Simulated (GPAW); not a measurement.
Wanted: an ASE script for a GPAW 26.7.0 run.

```yaml
Task: band structure
Functional: PBE
Potentials_or_basis: GPAW PAW data sets (gpaw-data 1.2.1)
Cutoff: 600 eV
Basis: pw
k_mesh: 8 × 8 × 8
Occupations: fermi-dirac, width 0.05 eV
Spin: no spin polarisation
Maxiter: 150
Band_path: GXWKGLUWLK,UX
Band_points: 100
```

The structure of WAu lies in POSCAR:

```
WAu
1.0
    0.0000000000      2.9092100000      2.9092100000
    2.9092100000      0.0000000000      2.9092100000
    2.9092100000      2.9092100000      0.0000000000
W Au
1 1
Direct
    0.0000000000      0.0000000000      0.0000000000
    0.7500000000      0.7500000000      0.7500000000
```

The cell was built by a generator and needn't be a form met in nature.

The input as run:

run.py

```python
from ase.dft.bandgap import bandgap
from ase.io import read, write
from ase.units import GPa
from gpaw import GPAW, PW

atoms = read('POSCAR')

calc = GPAW(mode=PW(600),
            xc='PBE',
            kpts={'size': (8, 8, 8), 'gamma': True},
            occupations={'name': 'fermi-dirac', 'width': 0.05},
            nbands=25,
            convergence={'density': 1e-05, 'energy': 1e-05},
            maxiter=150,
            txt='gpaw.txt')
atoms.calc = calc
energy = atoms.get_potential_energy()
forces = atoms.get_forces()
stress = atoms.get_stress()
calc.write('gs.gpw')
write('result.traj', atoms)
print(f'Energy: {energy:.6f} eV')
print('Forces (eV/A):')
print(forces.round(4))
print('Stress (GPa):', (stress / GPa).round(3))
print('Fermi level:', round(calc.get_fermi_level(), 4), 'eV')
print(f'Gap: {bandgap(calc)[0]:.4f} eV, direct: {bandgap(calc, direct=True)[0]:.4f} eV')

path = atoms.cell.bandpath('GXWKGLUWLK,UX', npoints=100, eps=1e-4)
bs_calc = calc.fixed_density(kpts=path, symmetry='off', nbands=38,
                             convergence={'bands': 'CBM+6.0', 'eigenstates': 1e-6}, txt='bands.txt')
bs = bs_calc.band_structure()
bs.write('bs.json')
print(f'Gap on the path: {bandgap(bs_calc)[0]:.4f} eV')
```

Potentials or basis: GPAW PAW data sets (gpaw-data 1.2.1), pw.

Command:

```bash
$ OMP_NUM_THREADS=1 python run.py
```

Results of the run:

The pressure is 0.7 GPa and the band gap along the path is none (metal or under the smearing width).

Caveat: with this Au data set, volumes or pressures lay over 1.5 % or 2 GPa off other programs in two to four cells of ten; spin-orbit coupling is left out, which moves the levels of the heavy elements.

Run time: 62 s on 1 thread of Arm Neoverse V2 (shared host), peak memory 0.34 GiB.
